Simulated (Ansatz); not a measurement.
**BGeHO+ (quartet): the correlation ladder, cc-pVTZ**

Aim: climb from Hartree-Fock through coupled cluster for BGeHO+ (quartet) at one geometry and basis, and see what each rung misses.

The runs use Ansatz 0.2.0, Gaussian basis; cc-pVTZ, core rule «outside noble gas», up to 16 orbitals frozen.

To be run: UHF; CCSD(T) on ROHF; CCSD(T) on UHF; BCCD(T) on ROHF; CCSDT(Q) on ROHF; CCSDT(Q) on UHF.

4 further runs of the same task are left out: 4 set aside as unsound or not needed. Runs told in other sessions of the task aren't counted.

### 1 What is computed

The geometry is a PBE0/def2-TZVP stationary point (not a proven minimum) of the parent state, kept for this charge and spin. No spin-orbit coupling is included. The filled d shell of Ge may be among the frozen orbitals whatever the setting's name suggests.

4 atoms, charge 1, spin multiplicity 4.

Atoms are counted from 1 here; the program's logs count them from 0.

Bond lengths: B1–Ge2 2.020 Å, Ge2–O3 1.643 Å, Ge2–H4 1.543 Å. Angles: B1–Ge2–O3 123.0°, B1–Ge2–H4 111.0°, O3–Ge2–H4 126.0°.

### 2 UHF

The input, in.yaml:

```yaml
crystal:
  periodic: [false, false, false]
  atoms:
    - {symbol: B, position_ang: [0.000000, -0.774100, 1.802429]}
    - {symbol: Ge, position_ang: [0.000000, 0.212658, 0.039677]}
    - {symbol: O, position_ang: [0.000000, -0.552059, -1.414527]}
    - {symbol: H, position_ang: [0.000000, 1.740121, 0.261323]}
basis:
  gaussian: {orbitals: cc-pVTZ}
total_charge: 1
magnetization: {spin_polarized: true, initial_magnetization: 3}
hamiltonian: {xc: hf}
output: {orbitals: {seedname: orbitals}}
```

Run with:

```sh
> ansatz run in.yaml --threads 1 --pin off --events-out ev --progress --plain --max-ram 4096MiB --backend cpu
```

After this run come: CCSD(T) on ROHF; CCSD(T) on UHF; BCCD(T) on ROHF; CCSDT(Q) on ROHF; CCSDT(Q) on UHF.

**Question.** What will the summary of the whole plan be? Wanted: UCCSDT(Q) from the RHF energy; RMP2 from UCCSDT(Q); UMP2 from UCCSDT(Q); RCCSD from UCCSDT(Q); RCCSD(T) from UCCSDT(Q); UCCSD(T) from UCCSDT(Q); RCCSDT(Q) from UCCSDT(Q); T1 diagnostic.

As calculated:

| quantity | value |
| --- | --- |
| UCCSDT(Q) from the ROHF energy | -9.9174 eV |
| RMP2 from UCCSDT(Q) | +1393.8 meV |
| UMP2 from UCCSDT(Q) | +1398.4 meV |
| RCCSD from UCCSDT(Q) | +442.6 meV |
| RCCSD(T) from UCCSDT(Q) | +78.7 meV |
| UCCSD(T) from UCCSDT(Q) | +77.5 meV |
| RCCSDT(Q) from UCCSDT(Q) | +6.1 meV |
| levels within 1 kcal/mol (43 meV) | RCCSDT, UCCSDT, RCCSDT(Q) |
| T1 diagnostic | 0.034 |

What this shows: RCCSD(T) misses by +78.7 meV, 0.8 % of the correlation energy. These misses are within one basis, not against nature; the frozen cores of restricted and unrestricted runs differ, which can shift their rows.
